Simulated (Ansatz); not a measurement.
# GeH2 (singlet): the correlation ladder at distance Ge1–H3 = 3.443 Å, cc-pVDZ

Aim: climb from Hartree-Fock through coupled cluster and multireference methods for GeH2 (singlet) at one geometry and basis, and see what each rung misses.

Method: cc-pVDZ, core rule «outside noble gas», up to 14 orbitals frozen; program: Ansatz 0.2.0, Gaussian basis.

Plan: UHF; CCSD(T) on RHF; CCSD(T) on UHF; BCCD(T) on RHF; CISD; CCSDT(Q) on RHF; CCSDT(Q) on UHF; CCSDTQ on RHF; CASSCF and MRCISD+Q, 2 electrons in 2 orbitals; CASSCF and NEVPT2, 2 electrons in 2 orbitals; CASSCF and MRCISD+Q, 6 electrons in 6 orbitals; CASSCF and MRCISD+Q(relaxed), 6 electrons in 6 orbitals; CASSCF and NEVPT2, 6 electrons in 6 orbitals; Full CI.

17 further runs of the same task are left out: 1 for a mislabelled method, 13 that didn't finish, 3 set aside as unsound or not needed.

## Step 1: What is computed

The geometry derives from a PBE0/def2-TZVP stationary point (not a proven minimum). One bond is set to the value named and the two fragments are kept rigid. No spin-orbit coupling is included. The filled d shell of Ge may be among the frozen orbitals whatever the setting's name suggests; the logs give the count.

3 atoms, charge 0, spin multiplicity 1.

Atoms are counted from 1 here; the program's logs count them from 0.

Bond lengths: Ge1–H2 1.594 Å.

## Step 2: UHF

The input, in.yaml:

```yaml
crystal:
  periodic: [false, false, false]
  atoms:
    - {symbol: Ge, position_ang: [0.000000, -0.047817, -0.017750]}
    - {symbol: H, position_ang: [0.000000, 1.073033, -1.151238]}
    - {symbol: H, position_ang: [0.000000, 2.373052, 2.430441]}
basis:
  gaussian: {orbitals: cc-pVDZ}
magnetization: {spin_polarized: true, initial_magnetization: 0}
hamiltonian: {xc: hf}
output: {orbitals: {seedname: orbitals}}
```

Launch:

```bash
ansatz run in.yaml --threads 1 --pin off --events-out ev --progress --plain --max-ram 2393MiB
```

After this run come: CCSD(T) on RHF; CCSD(T) on UHF; BCCD(T) on RHF; CISD; CCSDT(Q) on RHF; CCSDT(Q) on UHF; CCSDTQ on RHF; CASSCF and MRCISD+Q, 2 electrons in 2 orbitals; CASSCF and NEVPT2, 2 electrons in 2 orbitals; CASSCF and MRCISD+Q, 6 electrons in 6 orbitals; CASSCF and MRCISD+Q(relaxed), 6 electrons in 6 orbitals; CASSCF and NEVPT2, 6 electrons in 6 orbitals; Full CI.

**Question.** What will the summary of the whole plan be? Wanted: FCI below the RHF energy; RMP2 from FCI; UMP2 from FCI; RCCSD from FCI; RCCSD(T) from FCI; UCCSD(T) from FCI; RCCSDT(Q) from FCI; UCCSDT(Q) from FCI; NEVPT2 pair from FCI.

**Answer**, as computed:

| quantity | value |
| --- | --- |
| FCI below the RHF energy | -4.6424 eV |
| RMP2 from FCI | +177.1 kJ/mol |
| UMP2 from FCI | +74.4 kJ/mol |
| RCCSD from FCI | +25.3 kJ/mol |
| RCCSD(T) from FCI | -5.3 kJ/mol |
| UCCSD(T) from FCI | +9.8 kJ/mol |
| RCCSDT(Q) from FCI | -0.2 kJ/mol |
| UCCSDT(Q) from FCI | +0.3 kJ/mol |
| NEVPT2 pair from FCI | +60.0 kJ/mol |
| NEVPT2 valence from FCI | +42.3 kJ/mol |
| MRCISD+Q valence from FCI | -0.5 kJ/mol |
| levels within 1 kcal/mol (43 meV) | BCCD(T), RCCSDT, UCCSDT, RCCSDT(Q), UCCSDT(Q), RCCSDTQ, MRCISD+Q valence, MRCISD+Q(relaxed) valence |
| T1 diagnostic | 0.100 |
| effectively unpaired electrons | 1.43 |

**Reading.** RCCSD(T) lands -5.3 kJ/mol from the yardstick (1.2 % of the correlation energy). CCSD(T) misses by -5.3 kJ/mol on the restricted determinant and by +9.8 kJ/mol on the unrestricted one; the two need not hold the same state or core. RCCSD(T), RCCSDT(Q), MRCISD+Q valence, MRCISD+Q(relaxed) valence fall below full CI, which methods that aren't variational can do. With 1.4 effectively unpaired electrons against 0 the state is strongly multireference. Coupled cluster on one determinant still stays close here. Of the multireference levels listed MRCISD+Q valence comes nearest in total energy (-0.5 kJ/mol), which doesn't show that its space is the better one. These misses are within one basis, not against nature.
